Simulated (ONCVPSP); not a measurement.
# An ONCV potential for tungsten, from input to tests

Task: generate the file, and judge it by its errors in other configurations, its logarithmic derivatives, its ghosts and its cutoff.

The numbers are computed with ONCVPSP 4.0.1.1 (patched build) (PBE, scalar-relativistic, spin-unpolarised reference atom).

## Step 1: Starting point

Typed settings, in words:

```
element                 : tungsten (W, Z = 74)
type                    : optimised norm-conserving Vanderbilt (ONCV)
frozen core             : [Kr] 4d10 4f14 5s2
valence charge          : 12
reference configuration : 5p6 5d4 6s2
partial waves           : 6s: rc 2.85 bohr, ncon 4, nbas 9, qcut 2 1/bohr, 1 projector; 5p: rc 1.30 bohr, ncon 4, nbas 8, qcut 7.2 1/bohr, 2 projectors, debl 2.6 Ha; 5d: rc 1.30 bohr, ncon 5, nbas 9, qcut 6.1 1/bohr, local
local potential         : the d channel
core correction         : Teter function, fcfact 3, rcfact 1.35
```

The nodes and maxima of the atom's own shells, from an earlier all-electron run, set the scale for the radii.

All-electron outer shells of the reference configuration (PBE, scalar-relativistic, ld1.x):

```json
{"shell": "5p", "level (eV)": "-43.20", "outermost node (bohr)": "0.57", "outermost maximum (bohr)": "1.09"}
{"shell": "4f", "level (eV)": "-33.21", "outermost node (bohr)": "–", "outermost maximum (bohr)": "0.43"}
{"shell": "6s", "level (eV)": "-5.71", "outermost node (bohr)": "1.28", "outermost maximum (bohr)": "2.67"}
{"shell": "5d", "level (eV)": "-4.48", "outermost node (bohr)": "0.63", "outermost maximum (bohr)": "1.49"}
{"shell": "6p", "level (eV)": "-1.36", "outermost node (bohr)": "1.54", "outermost maximum (bohr)": "3.75"}
```

## Step 2: The generation run

The input, W.dat:

```
# ATOM AND REFERENCE CONFIGURATION
# atsym  z   nc   nv     iexc    psfile
  W 74.00   11    3        4      upf
#
#   n    l    f
    1    0    2.00
    2    0    2.00
    2    1    6.00
    3    0    2.00
    3    1    6.00
    3    2   10.00
    4    0    2.00
    4    1    6.00
    4    2   10.00
    4    3   14.00
    5    0    2.00
    5    1    6.00
    5    2    4.00
    6    0    2.00
#
# PSEUDOPOTENTIAL AND OPTIMIZATION
# lmax
    2
#
#   l,   rc,      ep,       ncon, nbas, qcut
    0    2.85    0.00    4    9    2.00
    1    1.30    0.00    4    8    7.20
    2    1.30    0.00    5    9    6.10
#
# LOCAL POTENTIAL
# lloc, lpopt,  rc(5),   dvloc0
    2    5    1.30    0.00
#
# VANDERBILT-KLEINMAN-BYLANDER PROJECTORs
# l, nproj, debl
    0    1    3.30
    1    2    2.60
    2    0    1.70
#
# MODEL CORE CHARGE
# icmod, fcfact, rcfact
    3    3.00    1.35
#
# LOG DERIVATIVE ANALYSIS
# epsh1, epsh2, depsh
   -3.00    5.00    0.02
#
# OUTPUT GRID
# rlmax, drl
    6.00    0.01
#
# TEST CONFIGURATIONS
# ncnf
    4
# nvcnf
#   n    l    f
    3
    5    1    6.00
    5    2    4.00
    6    0    1.00
#
    3
    5    1    6.00
    5    2    4.00
    6    0    0.00
#
    3
    5    1    6.00
    5    2    3.00
    6    0    0.00
#
    3
    5    1    6.00
    5    2    4.50
    6    0    1.50
#
```

Command:

```console
$ oncvpsp.x < W.dat > W.out
```

**Question.** What will these runs give? Wanted: cutoffs for 1 and 0.1 mHa per electron, occupied waves; bound ghosts; GHOST(+) flags; largest test error; largest phase difference near zero energy, channels read; rms error of d²Exc/dn², without and with the model core.

As calculated:

| quantity | value |
| --- | --- |
| cutoffs for 1 and 0.1 mHa per electron, occupied waves | 34 Ha and 112 Ha |
| bound ghosts | s at -34.04 eV |
| GHOST(+) flags | none at low energy |
| largest test error (AE − PS) | -42 meV, for 5p6 5d3 6s0 |
| largest phase difference near zero energy, channels read | 0.003 rad |
| rms error of d²Exc/dn², without and with the model core | 4.76 and 1.56 mHa |

**Reading.** A bound ghost (s) makes it unfit for use: electrons can fall into a state that the atom doesn't have. By total energies transferability is fair: the largest error is 42 meV on 49.9 eV, for 5p6 5d3 6s0. That test lies far up in energy; among those under 40 eV, nearer to bonding, the largest error is 25 meV. The potential is of middling hardness: the looser tolerance needs 34 Ha. The tighter tolerance needs 112 Ha, and converged work needs a cutoff nearer that. At the looser tolerance the 5p wave is the slowest; 5d needs 15 Ha. Near zero energy the phases of the channels with partial waves agree within 0.003 rad. Note that the frozen 4f shell (-33 eV) lies higher than the valence 5p shell (-43 eV).
